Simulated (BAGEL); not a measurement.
# AlPH3F3 (Al(PF3)H3): PBE0/cc-pVDZ (density fitting with qzvpp-jkfit)

What is the energy change on altering one bond length of AlPH3F3 (Al(PF3)H3) at PBE0/cc-pVDZ (density fitting with qzvpp-jkfit)? 

The calculation is run with BAGEL 1.2.2.

2 further runs of the same task are left out: 1 that didn't finish, 1 set aside as unsound or not needed.

## 1. Starting point

The species is AlPH3F3 (8 atoms), meant as a singlet with charge 0. As SMILES, `[H][Al]([H])([H])<-[P](F)(F)F`. Geometry: a GFN2-xTB relaxation, a rough one for these elements and not checked as a minimum.

Bond lengths: Al1–P2 2.534 Å, P2–F3 1.584 Å, P2–F4 1.582 Å, P2–F5 1.581 Å, Al1–H6 1.563 Å, Al1–H7 1.561 Å, Al1–H8 1.561 Å. Some angles: Al1–P2–F3 123.8°, Al1–P2–F4 121.4°, Al1–P2–F5 119.9°, F3–P2–F4 94.8°, F3–P2–F5 94.9°, F4–P2–F5 94.9°, P2–Al1–H6 92.5°, P2–Al1–H7 93.3°, P2–Al1–H8 93.1°, H6–Al1–H7 119.7°.

## 2. The energy at PBE0/cc-pVDZ (density fitting with qzvpp-jkfit)

Input file dft.json:

```json
{ "bagel" : [

{
  "title" : "molecule",
  "basis" : "cc-pvdz.json",
  "df_basis" : "qzvpp-jkfit",
  "angstrom" : true,
  "geometry" : [
    { "atom" : "Al", "xyz" : [   -0.001780,    0.003780,   -1.548500 ] },
    { "atom" : "P", "xyz" : [   -0.017700,    0.006600,    0.985310 ] },
    { "atom" : "F", "xyz" : [   -1.336360,    0.090620,    1.859070 ] },
    { "atom" : "F", "xyz" : [    0.760270,    1.107170,    1.813670 ] },
    { "atom" : "F", "xyz" : [    0.593410,   -1.216990,    1.778500 ] },
    { "atom" : "H", "xyz" : [    1.559130,   -0.035690,   -1.607090 ] },
    { "atom" : "H", "xyz" : [   -0.745240,    1.372760,   -1.645700 ] },
    { "atom" : "H", "xyz" : [   -0.811720,   -1.328260,   -1.635260 ] }
  ]
},
{ "title" : "ks", "xc_func" : "pbe0" },
{ "title" : "print", "file" : "orbitals.molden", "orbitals" : true }

]}
```

The basis set cc-pVDZ is read from a file made from the Basis Set Exchange's data (not shown).

Command:

```bash
$ BAGEL_NUM_THREADS=1 BAGEL dft.json > dft.out
```

Log:

```text
* using 1 threads per process

  ===============================================================
  ===============================================================

  *** Geometry ***

  { "atom" : "Al", "xyz" : [     -0.003364,      0.007143,     -2.926241 ] },
  { "atom" : "P", "xyz" : [     -0.033448,      0.012472,      1.861966 ] },
  { "atom" : "F", "xyz" : [     -2.525354,      0.171247,      3.513133 ] },
  { "atom" : "F", "xyz" : [      1.436702,      2.092248,      3.427340 ] },
  { "atom" : "F", "xyz" : [      1.121382,     -2.299778,      3.360878 ] },
  { "atom" : "H", "xyz" : [      2.946329,     -0.067444,     -3.036960 ] },
  { "atom" : "H", "xyz" : [     -1.408299,      2.594140,     -3.109922 ] },
  { "atom" : "H", "xyz" : [     -1.533928,     -2.510048,     -3.090194 ] },

  Number of auxiliary basis functions:      541

  Since a DF basis is specified, we compute 2- and 3-index integrals:
    o Being stored without compression. Storage requirement is 0.037 GB

  Number of basis functions:       93
  Number of electrons      :       58

    * METHOD: MOLECULE                             0.29

  *** Kohn-Sham DFT ***

    * Removing 14115 points whose weight is below 1.00e-10
    * Grid points: 105133

  === Nuclear Repulsion ===
   315.0004491031

       - DIIS with orbital gradients will be used.

  === KS iteration (pbe0 / cc-pvdz.json) ===
      0       -849.16394684          0.10540495           0.50
      1       -740.04170026          0.08556562           0.48
      2       -744.02742446          0.16175574           0.48
      3       -793.80294811          0.11742019           0.49
      4       -861.38818029          0.08839295           0.48
      5       -803.27563246          0.11304832           0.48
      6       -803.06051542          0.11287178           0.48
      7       -744.42828842          0.09977207           0.48
      8       -868.71207726          0.07497895           0.48
      9       -867.63146298          0.08817969           0.48
     10       -870.39632309          0.07405246           0.48
     11       -870.68647502          0.07365400           0.48
     12       -872.74148873          0.06598564           0.48
     13       -742.72084525          0.12096779           0.48
     14       -883.99606621          0.02375358           0.48
     15       -883.80174016          0.03329533           0.48
     16       -884.62865006          0.00205203           0.47
     17       -884.63194258          0.00137473           0.47
     18       -884.63405581          0.00032348           0.48
     19       -884.63412649          0.00017448           0.48
     20       -884.63415786          0.00004271           0.48
     21       -884.63415981          0.00000324           0.47
     22       -884.63415982          0.00000047           0.47
     23       -884.63415982          0.00000022           0.47
     24       -884.63415982          0.00000014           0.48
     25       -884.63415982          0.00000002           0.49
     26       -884.63415982          0.00000001           0.49
    * SCF iteration converged.

    * Permanent dipole moment:
           (    0.020242,    -0.009210,    -0.083952) a.u.

    * METHOD: KS                                  13.53

    * METHOD: PRINT                                0.02

  ===============================================================
```

Wall time 14 s (1 thread of Arm Neoverse V2, shared host); peak memory 0.49 GiB.

## 3. The distorted shape

Input file input.json:

```json
{ "bagel" : [

{
  "title" : "molecule",
  "basis" : "cc-pvdz.json",
  "df_basis" : "qzvpp-jkfit",
  "angstrom" : true,
  "geometry" : [
    { "atom" : "Al", "xyz" : [       0.221249,      -0.406897,      -1.519341 ] },
    { "atom" : "P", "xyz" : [       0.205329,      -0.404077,       1.014469 ] },
    { "atom" : "F", "xyz" : [      -1.113331,      -0.320057,       1.888229 ] },
    { "atom" : "F", "xyz" : [       0.983299,       0.696493,       1.842829 ] },
    { "atom" : "F", "xyz" : [       0.816439,      -1.627667,       1.807659 ] },
    { "atom" : "H", "xyz" : [       1.782159,      -0.446367,      -1.577931 ] },
    { "atom" : "H", "xyz" : [      -0.745240,       1.372760,      -1.645700 ] },
    { "atom" : "H", "xyz" : [      -0.588691,      -1.738937,      -1.606101 ] }
  ]
},

{
  "title" : "ks",
  "xc_func" : "pbe0"
},

{
  "title" : "print",
  "file" : "orbitals.molden",
  "orbitals" : true
}

]}
```

The basis set cc-pVDZ is read from a file made from the Basis Set Exchange's data (not shown).

Command:

```bash
$ BAGEL_NUM_THREADS=1 BAGEL input.json > input.out
```

Log:

```text
* using 1 threads per process

  ===============================================================
  ===============================================================

  *** Geometry ***

  { "atom" : "Al", "xyz" : [      0.418100,     -0.768924,     -2.871138 ] },
  { "atom" : "P", "xyz" : [      0.388016,     -0.763595,      1.917069 ] },
  { "atom" : "F", "xyz" : [     -2.103891,     -0.604820,      3.568236 ] },
  { "atom" : "F", "xyz" : [      1.858166,      1.316181,      3.482442 ] },
  { "atom" : "F", "xyz" : [      1.542846,     -3.075845,      3.415980 ] },
  { "atom" : "H", "xyz" : [      3.367792,     -0.843511,     -2.981857 ] },
  { "atom" : "H", "xyz" : [     -1.408299,      2.594140,     -3.109922 ] },
  { "atom" : "H", "xyz" : [     -1.112465,     -3.286115,     -3.035091 ] },

  Number of auxiliary basis functions:      541

  Since a DF basis is specified, we compute 2- and 3-index integrals:
    o Being stored without compression. Storage requirement is 0.037 GB

  Number of basis functions:       93
  Number of electrons      :       58

    * METHOD: MOLECULE                             0.29

  *** Kohn-Sham DFT ***

    * Removing 13823 points whose weight is below 1.00e-10
    * Grid points: 105425

  === Nuclear Repulsion ===
   313.5313254849

       - DIIS with orbital gradients will be used.

  === KS iteration (pbe0 / cc-pvdz.json) ===
      0       -849.41576811          0.10504657           0.49
      1       -740.82537496          0.08428723           0.47
      2       -744.83374747          0.16182417           0.48
      3       -794.20002543          0.11756333           0.47
      4       -861.38314391          0.08852019           0.47
      5       -803.49496492          0.11219353           0.47
      6       -803.29588034          0.11186536           0.47
      7       -745.58872862          0.10183752           0.47
      8       -869.48258518          0.07323322           0.47
      9       -868.46067132          0.08719476           0.48
     10       -870.14026733          0.08336103           0.48
     11       -875.12694152          0.07014628           0.48
     12       -874.50426686          0.06966260           0.47
     13       -742.48046558          0.10012912           0.48
     14       -870.09054472          0.07753221           0.48
     15       -869.36841314          0.07705328           0.48
     16       -871.64532969          0.07142490           0.47
     17       -883.76392177          0.02785278           0.47
     18       -884.20427884          0.02308588           0.48
     19       -884.58588563          0.00456566           0.47
     20       -884.60816166          0.00085055           0.47
     21       -884.60841083          0.00056384           0.47
     22       -884.60869858          0.00030689           0.49
     23       -884.60879694          0.00003201           0.49
     24       -884.60879795          0.00001743           0.49
     25       -884.60879819          0.00000930           0.49
     26       -884.60879827          0.00000193           0.49
     27       -884.60879828          0.00000063           0.49
     28       -884.60879828          0.00000019           0.49
     29       -884.60879828          0.00000004           0.49
     30       -884.60879828          0.00000002           0.49
     31       -884.60879828          0.00000001           0.48
    * SCF iteration converged.

    * Permanent dipole moment:
           (   -0.134088,     0.276350,    -0.143290) a.u.

    * METHOD: KS                                  15.91

    * METHOD: PRINT                                0.02

  ===============================================================
```

It took 17 s on 1 thread of Arm Neoverse V2, shared host; peak memory 0.49 GiB.

## 4. Results

Level: PBE0/cc-pVDZ (density fitting with qzvpp-jkfit).

| quantity | value |
| --- | --- |
| first shape: total energy | -884.63416 Eh |
| first shape: dipole moment | 0.22 D |
| first shape: HOMO energy | -8.69 eV |
| first shape: LUMO energy | -1.27 eV |
| first shape: HOMO–LUMO gap | 7.42 eV |
| distorted shape: total energy | -884.60880 Eh |
| distorted shape: dipole moment | 0.86 D |
| distorted shape: HOMO energy | -7.89 eV |
| distorted shape: LUMO energy | -1.48 eV |
| distorted shape: HOMO–LUMO gap | 6.40 eV |
| energy change with the Al1–H7 bond stretched from 1.561 to 2.029 Å | 0.690 eV |

**Reading.** With the Al1–H7 bond stretched from 1.561 to 2.029 Å the energy rises by 0.69 eV (15.9 kcal/mol). The first shape isn't relaxed at this level, so the change isn't measured from a minimum.
